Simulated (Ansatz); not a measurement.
**BrCl: taking an electron away**

The task here is to estimate one member of a computed series from the others.

The runs use Ansatz 0.2.0, Gaussian basis; unrestricted cation, the program's frozen cores in correlated methods.

Plan: UKS PBE-D4/def2-TZVPP; UKS r2SCAN-D4/def2-TZVPP; UKS PBE0-D4/def2-TZVPP; UKS B3LYP-D4/def2-TZVPP; UKS wB97X-V/def2-TZVPP; UKS wB97M-V/def2-TZVPP; UKS B2PLYP/def2-TZVPP; UHF-CCSD(T)/def2-TZVPP; UHF-CCSD(T)/def2-QZVPP; extrapolation to the limit; then −ε(HOMO) from the neutral's earlier runs with LDA (SPW92), PBE-D4, revPBE-D4, BLYP-D4, r2SCAN-D4, B97M-V, PBE0-D4, B3LYP-D4, r2SCANh-D4, r2SCAN0-D4, HSE06-D4, BHLYP-D4, CAM-B3LYP-D4, LC-ωPBE, ωB97X-V, ωB97M-V.

## Structure used throughout

The geometry comes from an earlier relaxation with PBE0-D4 in a triple-zeta def2 set; it is a stationary point.

2 atoms, charge 0, spin multiplicity 1.

Atoms are counted from 1 here; the program's logs count them from 0.

Bond lengths: Cl1–Br2 2.133 Å.

Set-up of the first run:

Contents of in.yaml:

```yaml
crystal:
  periodic: [false, false, false]
  atoms:
    - {symbol: Cl, position_ang: [-0.000000, -0.000000, 0.001579]}
    - {symbol: Br, position_ang: [0.000000, 0.000000, 2.134486]}
basis:
  gaussian: {orbitals: def2-TZVPP}
total_charge: 1
magnetization: {spin_polarized: true, initial_magnetization: 1}
hamiltonian: {xc: pbe, dispersion: d4}
```

Command:

```console
ansatz run in.yaml --threads 2 --pin off --events-out ev --progress --plain --max-ram 32768MiB --backend cpu
```

Among the steps run: Cation, UKS PBE-D4/def2-TZVPP; Cation, UKS r2SCAN-D4/def2-TZVPP; Cation, UKS PBE0-D4/def2-TZVPP; Cation, UKS B3LYP-D4/def2-TZVPP; Cation, UKS wB97X-V/def2-TZVPP; Cation, UKS wB97M-V/def2-TZVPP; Cation, UKS B2PLYP (frozen core)/def2-TZVPP; Cation, UHF-CCSD(T)/def2-TZVPP; Cation, UHF-CCSD(T)/def2-QZVPP.

One of the session's tables, all rows but one given; the rest of the session is left out.

It belongs to the step «Ionisation energies side by side». For comparison, −ε(HOMO) of the neutral from earlier runs:

| functional | −ε(HOMO) (eV) |
| --- | --- |
| LDA (SPW92) | 7.13 |
| PBE-D4 | 6.98 |
| revPBE-D4 | 6.94 |
| BLYP-D4 | 6.82 |
| r2SCAN-D4 | 7.31 |
| B97M-V | 7.42 |
| PBE0-D4 | 8.34 |
| B3LYP-D4 | 8.07 |
| r2SCANh-D4 | 7.81 |
| r2SCAN0-D4 | ? |
| HSE06-D4 | 7.94 |
| BHLYP-D4 | 9.53 |
| CAM-B3LYP-D4 | 9.69 |
| LC-ωPBE | 11.11 |
| ωB97X-V | 10.73 |
| ωB97M-V | 10.56 |

Estimate the missing values for r2SCAN0-D4.

Worked estimate for «−ε(HOMO) (eV)». Against the share of exact exchange, r2SCAN-D4 (0, 7.31), r2SCANh-D4 (0.1, 7.81) give a slope of 5.00 per unit share; at 0.25 the line stands at 8.56.

The run gave: −ε(HOMO) (eV): 8.55. In «−ε(HOMO) (eV)» the line misses by +0.01.
